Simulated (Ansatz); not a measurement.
A run of Ansatz 0.2.0 is set up as follows.

Contents of input.yaml:

```yaml
crystal:
  lattice:
    - [3.70187033, 0.0, 0.0]
    - [-1.85093516, 3.20591375, 0.0]
    - [0.0, 0.0, 3.61284203]
  atoms:
    - { symbol: Pt, position: [0.0, 0.0, 0.0] }
    - { symbol: Se, position: [0.6666666667, 0.3333333333, 0.5] }
hamiltonian:
  xc: pbe
  pseudopotentials: { kind: paw }
kpoints:
  mp_grid: { grid: [8, 8, 7] }
  band_path:
    path:
      - [[0.0, 0.0, 0.0], [0.5, 0.0, 0.0], [0.3333333333, 0.3333333333, 0.0], [0.0, 0.0, 0.0], [0.0, 0.0, 0.5], [0.5, 0.0, 0.5], [0.3333333333, 0.3333333333, 0.5], [0.0, 0.0, 0.5]]
      - [[0.5, 0.0, 0.5], [0.5, 0.0, 0.0]]
      - [[0.3333333333, 0.3333333333, 0.0], [0.3333333333, 0.3333333333, 0.5]]
    npoints: 14
scf:
  occupations: { method: fermi_dirac, width: 0.05 }
  n_extra_bands: 6
output:
  forces: true
  stress: true
  eigenvalues: true
  fatbands: true
  write_density: true
  write_potential: true
  elf: true
  volumetric_format: npy
```

Potentials or basis: Ansatz PAW.

The run is started by

```bash
$ ansatz run input.yaml --threads 2 --pin off --max-ram 5632MiB --backend cpu --events-out ev --progress --plain --runs-dir out
```

Q: Estimate the band gap on the k mesh.

A: None (metal or under the smearing width).

Q: What does it give for the pressure?

A: -11.4 GPa.

Stress tensor (GPa, compression positive):
```
 -9.82   0.00   0.00
  0.00  -9.82   0.00
  0.00   0.00 -14.69
```

Caveat: spin-orbit coupling is left out, which moves the levels of the heavy elements.
